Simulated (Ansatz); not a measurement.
# NaGeH (triplet): wave-function methods side by side, cc-pVDZ

The task here is to estimate one member of a computed series from the others.

The runs use Ansatz 0.2.0, Gaussian basis; cc-pVDZ, core rule «outside noble gas», up to 19 orbitals frozen.

Plan: UHF; CCSD(T) on ROHF; CCSD(T) on UHF; BCCD(T) on ROHF; CISD; CCSDT(Q) on ROHF; CCSDT(Q) on UHF; Full CI.

12 further runs of the same task are left out: 6 for a known fault of the program, 2 that didn't finish, 4 set aside as unsound or not needed.

## The system

The geometry is a PBE0/def2-TZVP stationary point (not a proven minimum) of the parent state, kept for this charge and spin. No spin-orbit coupling is included. The filled d shell of Ge may be among the frozen orbitals whatever the setting's name suggests; the logs give the count.

3 atoms, charge 0, spin multiplicity 3.

Atoms are counted from 1 here; the program's logs count them from 0.

Bond lengths: Ge1–H3 1.609 Å.

Set-up of the first run:

Input file in.yaml:

```yaml
crystal:
  periodic: [false, false, false]
  atoms:
    - {symbol: Ge, position_ang: [0.000000, -0.026870, 0.688911]}
    - {symbol: Na, position_ang: [0.000000, 0.015653, -2.202807]}
    - {symbol: H, position_ang: [0.000000, 1.579397, 0.594781]}
basis:
  gaussian: {orbitals: cc-pVDZ}
magnetization: {spin_polarized: true, initial_magnetization: 2}
hamiltonian: {xc: hf}
output: {orbitals: {seedname: orbitals}}
```

Run with:

```bash
$ ansatz run in.yaml --threads 1 --pin off --events-out ev --progress --plain --max-ram 2393MiB
```

Steps of the session up to this table: UHF; CCSD(T) on ROHF; CCSD(T) on UHF; BCCD(T) on ROHF; CISD; CCSDT(Q) on ROHF; CCSDT(Q) on UHF; Full CI.

One table of the session follows, with a row left open; its other results are not shown here.

| method | from FCI (meV) |
| --- | --- |
| ROHF | +2738.0 |
| UHF | +2611.5 |
| RMP2 | +623.1 |
| UMP2 | +642.1 |
| CISD | +163.6 |
| RCCSD | +86.7 |
| UCCSD | +78.1 |
| RCCSD(T) | +20.5 |
| UCCSD(T) | +14.6 |
| BCCD(T) | +20.6 |
| RCCSDT | ? |
| UCCSDT | -2.9 |
| RCCSDT(Q) | +0.5 |
| UCCSDT(Q) | -5.6 |
| FCI | 0 |

Q: Estimate the row for RCCSDT from the others.

As computed: from FCI (meV): +3.3. In the column «from FCI (meV)» it lies between RCCSDT(Q) (+0.5) and UCCSD(T) (+14.6).

Limits of these values: UCCSDT, UCCSDT(Q) fall below full CI: unrestricted runs freeze a spin-polarised core, another one than full CI's, and coupled cluster isn't variational. Levels on UHF freeze UHF's core orbitals, full CI those of ROHF, so the U rows can settle a little off it for that reason alone. Restricted and unrestricted rows rest on different reference determinants; where their highest levels disagree by more than a few hundredths of an eV, they describe different states and don't form one ladder.
